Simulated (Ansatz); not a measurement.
I need a cohesive energy from free atoms of LiZn3 and its free atoms. Use Ansatz 0.2.0 through its Python package. Settings (first run): PBEsol, PAW, cutoff 520 eV, Gaussian smearing of 0.02 eV.

`lizn3_lizn3.cif`
```cif
data_LiZn3
_cell_length_a 4.258354
_cell_length_b 4.258354
_cell_length_c 4.258354
_cell_angle_alpha 60.00000
_cell_angle_beta 60.00000
_cell_angle_gamma 60.00000
_symmetry_space_group_name_H-M 'P 1'
_symmetry_Int_Tables_number 1
loop_
_symmetry_equiv_pos_as_xyz
'x, y, z'
loop_
_atom_site_label
_atom_site_type_symbol
_atom_site_fract_x
_atom_site_fract_y
_atom_site_fract_z
Li1 Li    0.000000    0.000000    0.000000
Zn2 Zn    0.250000    0.250000    0.250000
Zn3 Zn    0.750000    0.750000    0.750000
Zn4 Zn    0.500000    0.500000    0.500000
```

`cohesive_lizn3.py`:
```python
"""Binding of LiZn3 against spin-polarised atoms in a box."""

from collections import Counter
import warnings

import ansatz as az
from ase.io import read


def counts(outcome):
    return Counter(site.symbol for site in outcome.lattice.sites)

UNPAIRED = {"Li": 1, "Zn": 0}  # unpaired electrons of the free atoms


def run_phase(name, crystal):
    calc = crystal.calculation()
    calc = calc.functional(az.Functional.PBESOL)
    calc = calc.basis(520).kpoints(spacing=0.14)
    calc = calc.occupations("gaussian", width=0.02)
    if name.endswith(" atom"):
        calc = calc.kpoints(1, 1, 1).occupations("fermi_dirac", width=0.01)
        if UNPAIRED[name.split()[0]]:
            calc = calc.spin("collinear")
        return calc.run(threads=1)
    calc = calc.relax(force_tolerance=0.02, max_steps=60, cell=True)
    return calc.run(threads=1)

warnings.simplefilter("ignore")

phases = {}
atoms = read("lizn3_lizn3.cif")
lizn3 = az.Crystal.from_ase(atoms)
phases["LiZn3"] = lizn3
# a box with unlike edges lets an open shell break the spherical symmetry
for element, moment in UNPAIRED.items():
    phases[f"{element} atom"] = az.Lattice.orthorhombic(9.0, 9.5, 10.0).atom(element, (0.5, 0.5, 0.5), moment=moment or None)

done = {}
for name, crystal in phases.items():
    done[name] = run_phase(name, crystal)
    print(f"{name}: {done[name].report['energy_sigma0_ev']:.4f} eV, {len(done[name].lattice.sites)} atoms")

for element in UNPAIRED:
    atom = done[f"{element} atom"].report
    print(f"{element} atom: {atom['energy_sigma0_ev']:.4f} eV, moment {atom['magnetization_mub']:.2f} muB")
solid = done["LiZn3"]
n = counts(solid)
binding = (sum(k * done[f"{e} atom"].report["energy_sigma0_ev"] for e, k in n.items()) - solid.report["energy_sigma0_ev"]) / sum(n.values())
print(f"cohesive energy {binding:.3f} eV/atom = {96.4853 * binding:.0f} kJ/mol of atoms (no zero-point energy)")
```

```console
$ python cohesive_lizn3.py
LiZn3: -10046.3572 eV, 4 atoms
Li atom: -201.3540 eV, 1 atoms
Zn atom: -3279.3273 eV, 1 atoms
Li atom: -201.3540 eV, moment 1.00 muB
Zn atom: -3279.3273 eV, moment 0.00 muB
cohesive energy 1.755 eV/atom = 169 kJ/mol of atoms (no zero-point energy)
```

Absolute energies stand on the zero of these potentials, so only differences at equal settings mean something. Other magnetic orders than the one started from may lie lower. For the metals among these phases the mesh is modest: differences between phases can be off by up to 40 meV an atom. The cells come from databases of deposited and of computed structures, and not all need be stable phases. Free atoms in a box carry small image and symmetry errors, and spin-orbit coupling is left out. It ran for 49 s on 1 thread of Arm Neoverse V2, on a shared host, peak memory 0.91 GiB.
